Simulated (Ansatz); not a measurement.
# GaBr+ (doublet): wave-function methods side by side at distance Ga1–Br2 = 2.245 Å, cc-pVTZ

How much of the correlation energy of GaBr+ (doublet) does each wave-function method recover here?

Program: Ansatz 0.2.0, Gaussian basis. Level of theory: cc-pVTZ, core rule «outside noble gas», up to 28 orbitals frozen. These are calculated values, not measurements.

To be run: UHF; CCSD(T) on ROHF; CCSD(T) on UHF; BCCD(T) on ROHF; CISD; CCSDT(Q) on ROHF; CCSDT(Q) on UHF; CASSCF and NEVPT2, 3 electrons in 3 orbitals.

18 further runs of the same task are left out: 6 for a known fault of the program, 9 that didn't finish, 3 set aside as unsound or not needed.

### Step 1. The geometry

The geometry derives from a PBE0/def2-TZVP stationary point (not a proven minimum). One bond is set to the value named and the two fragments are kept rigid. No spin-orbit coupling is included. The filled d shell of Ga, Br may be among the frozen orbitals whatever the setting's name suggests; the logs give the count.

2 atoms, charge 1, spin multiplicity 2.

Atoms are counted from 1 here; the program's logs count them from 0.

Bond lengths: Ga1–Br2 2.245 Å.

### Step 2. UHF

in.yaml reads:

```yaml
crystal:
  periodic: [false, false, false]
  atoms:
    - {symbol: Ga, position_ang: [0.000000, 0.000000, 0.000000]}
    - {symbol: Br, position_ang: [0.000000, 0.000000, 2.245200]}
basis:
  gaussian: {orbitals: cc-pVTZ}
total_charge: 1
magnetization: {spin_polarized: true, initial_magnetization: 1}
hamiltonian: {xc: hf}
output: {orbitals: {seedname: orbitals}}
```

Command:

```sh
> ansatz run in.yaml --threads 1 --pin off --events-out ev --progress --plain --max-ram 2393MiB
```

After this run come: CCSD(T) on ROHF; CCSD(T) on UHF; BCCD(T) on ROHF; CISD; CCSDT(Q) on ROHF; CCSDT(Q) on UHF; CASSCF and NEVPT2, 3 electrons in 3 orbitals.

**Question.** What will the summary of the whole plan be? Wanted: UCCSDT(Q) below the RHF energy; RMP2 from UCCSDT(Q); UMP2 from UCCSDT(Q); RCCSD from UCCSDT(Q); RCCSD(T) from UCCSDT(Q); UCCSD(T) from UCCSDT(Q); RCCSDT(Q) from UCCSDT(Q); NEVPT2 pair from UCCSDT(Q); T1 diagnostic.

As calculated:

| quantity | value |
| --- | --- |
| UCCSDT(Q) below the RHF energy | -5.9066 eV |
| RMP2 from UCCSDT(Q) | +822.7 meV |
| UMP2 from UCCSDT(Q) | +817.2 meV |
| RCCSD from UCCSDT(Q) | +300.5 meV |
| RCCSD(T) from UCCSDT(Q) | +44.8 meV |
| UCCSD(T) from UCCSDT(Q) | +36.1 meV |
| RCCSDT(Q) from UCCSDT(Q) | +12.4 meV |
| NEVPT2 pair from UCCSDT(Q) | +780.1 meV |
| levels within 1 kcal/mol (43 meV) | UCCSD(T), RCCSDT, UCCSDT, RCCSDT(Q) |
| T1 diagnostic | 0.029 |

RCCSD(T) misses by +44.8 meV, 0.8 % of the correlation energy. These misses are within one basis, not against nature; the frozen cores of restricted and unrestricted runs differ, which can shift their rows.
